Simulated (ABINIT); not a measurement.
Runs of ABINIT 10.8.3 (patched build) on HPbNO4. The typed cell holds 7 atoms: a = 4.275 Å, b = 5.609 Å, c = 5.670 Å, α = 100.02°, β = 111.92°, γ = 111.82°. The cell was built by a generator and needn't be a form met in nature.

```tsv
task	level	potentials or basis	cell	k mesh	cutoff (eV)	fine-grid cutoff	cell freedom (optcell)	cutoff smearing ecutsm (Ha)	optimiser (ionmov)	force stop (Ha/bohr)	mesh quality	gap on the mesh (eV)	pressure (GPa)	largest force (eV/Å)
single point	PBE	SG15 NC PBE v1.2	as given	5 × 4 × 4	1143	-	-	-	-	-	not flagged	2.93	0.1	(b)
single point	PBE	JTH PAW PBE v2.0	as given	5 × 4 × 4	707	1306.15 eV	-	-	-	-	not flagged	(a)	-0.3	0.09
real-space fields	PBE	Ansatz PAW PBE default generated set, frozen core	as given	6 × 4 × 4	435	870.764 eV	-	-	-	-	not flagged	2.87	-0.3	0.01
relaxation of cell and atoms	LDA	JTH PAW PBE v2.0	relaxed	4 × 3 × 3	707	1306.15 eV	2	0.5	22	0.0005	coarse	2.46	0.0	0.02
```

Alike in all rows: no spin polarisation; smearing fermi-dirac 0.05 eV.

**Question.** Fill in the values left out.

**Answer.** (a) 2.95; (b) 0.11.

Caveats: some runs use coarse meshes; spin-orbit coupling is left out, which as a rule narrows the gap of such compounds by several tenths of an eV; an odd mesh through Γ misses points on the zone boundary, where band edges often lie (some runs); the atomic spheres overlap (some runs); the PAW data sets were made with another functional, which shifts forces and pressure a little (some runs).

A k mesh can miss the band edges, and the runs leave out spin-orbit coupling on Pb.

Not every run made on this cell is shown here.
